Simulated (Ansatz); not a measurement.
# H3Zr: the cost of one run

Program: Ansatz 0.2.0, Gaussian basis. Level of theory: def2-QZVPP, core rule «outside noble gas», up to 4 orbitals frozen. These are calculated values, not measurements.

The runs, in order: UHF; ROHF; CCSD(T) on UHF.

2 further runs of the same task are left out: 2 set aside as unsound or not needed. Runs told in other sessions of the task aren't counted.

### 1 The geometry

The geometry is a PBE0/def2-TZVP stationary point (not a proven minimum). No spin-orbit coupling is included. Elements past krypton take def2 core potentials.

4 atoms, charge 0, spin multiplicity 2.

Atoms are counted from 1 here; the program's logs count them from 0.

Bond lengths: Zr1–H2 1.860 Å, Zr1–H3 1.860 Å, Zr1–H4 1.860 Å. Angles: H2–Zr1–H3 120.0°, H2–Zr1–H4 120.0°, H3–Zr1–H4 120.0°.

### 2 UHF

in.yaml

```yaml
crystal:
  periodic: [false, false, false]
  atoms:
    - {symbol: Zr, position_ang: [0.000000, 0.000000, 0.000000]}
    - {symbol: H, position_ang: [1.859864, 0.018007, 0.007700]}
    - {symbol: H, position_ang: [-0.945522, 1.601699, -0.004900]}
    - {symbol: H, position_ang: [-0.914341, -1.619706, -0.002800]}
basis:
  gaussian: {orbitals: "def2-QZVPP.json"}
magnetization: {spin_polarized: true, initial_magnetization: 1}
hamiltonian: {xc: hf}
output: {orbitals: {seedname: orbitals}}
```

The run is started by

```
ansatz run in.yaml --threads 1 --pin off --events-out ev --progress --plain --max-ram 4096MiB --backend cpu
```

**Question.** How long does this run take on 1 thread of AMD EPYC 7R13, shared host, and how much memory does it need?

About 6.5 s, with a peak of 0.31 GiB.
